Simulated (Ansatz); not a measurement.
# LuSb: strong compression

One table from this session's results is given with a row withheld; the runs are named, their logs left out.

Program: Ansatz 0.2.0. Level of theory: DFT, LDA, PAW with Ansatz's default frozen-core files, scalar-relativistic. These are calculated values, not measurements.

**Starting point**

Symmetry: Fm-3m, No. 225, cubic system. The conventional cell has a = 6.079 Å, b = 6.079 Å, c = 6.079 Å, α = 90.00°, β = 90.00°, γ = 90.00°. Lu (site symmetry m-3m) has 6 Sb at 3.04 Å as nearest neighbours. Around Sb (site symmetry m-3m) lie 6 Lu at 3.04 Å.

As a file:

```
CELL_PARAMETERS angstrom
0.00000 3.03933 3.03933
3.03933 0.00000 3.03933
3.03933 3.03933 0.00000
ATOMIC_POSITIONS crystal
Lu 0.00000 0.00000 0.00000
Sb 0.50000 0.50000 0.50000
```

Whether this phase is the stable one at these pressures isn't tested.

Atoms are numbered in the order of the input: Lu1, Sb2.

Set-up of the first run:

Input file input.yaml:

```yaml
crystal:
  lattice:
    - [0.0, 3.0393308489, 3.0393308489]
    - [3.0393308489, 0.0, 3.0393308489]
    - [3.0393308489, 3.0393308489, 0.0]
  atoms:
    - { symbol: Lu, position: [0.0, 0.0, 0.0] }
    - { symbol: Sb, position: [0.5, 0.5, 0.5] }
kpoints:
  mp_grid: { grid: [10, 10, 10] }
scf:
  occupations: { method: fermi_dirac, width: 0.05 }
hamiltonian:
  xc: lda
  pseudopotentials: { kind: paw }
output:
  forces: true
  stress: true
  write_density: true
  write_potential: true
  elf: true
  volumetric_format: npy
relax:
  f_tol: 0.01
  max_steps: 30
```

The run is started by

```sh
$ ansatz run input.yaml --threads 1 --pin off --max-ram 2048MiB --backend cpu --events-out ev --progress --plain --runs-dir out
```

Among the steps run: Atoms relaxed at the given volume, PAW; Volume scaled by 1, PAW; Atoms relaxed at 0.8 of the volume, PAW; Volume scaled by 0.8, PAW; Atoms relaxed at 0.6 of the volume, PAW; Volume scaled by 0.6, PAW; Atoms relaxed at 0.4 of the volume, PAW; Volume scaled by 0.4, PAW.

One table of the session follows, with a row left open; its other results are not shown here.

```
method  volume over the first  volume (Å³/atom)  pressure (GPa)
   PAW                      1            28.076           -4.76
   PAW                    0.8                 ?               ?
   PAW                    0.6            16.846           76.04
   PAW                    0.4            11.230          338.29
```

Estimate the missing values for PAW, 0.8.

The run gave: volume (Å³/atom): 22.461; pressure (GPa): 14.54. In the column «volume (Å³/atom)» it lies between PAW, 0.6 (16.846) and PAW, 1 (28.076).

Caveats from the session: Warnings in the runs' records: stress scf threshold loose, gradients without spin orbit.
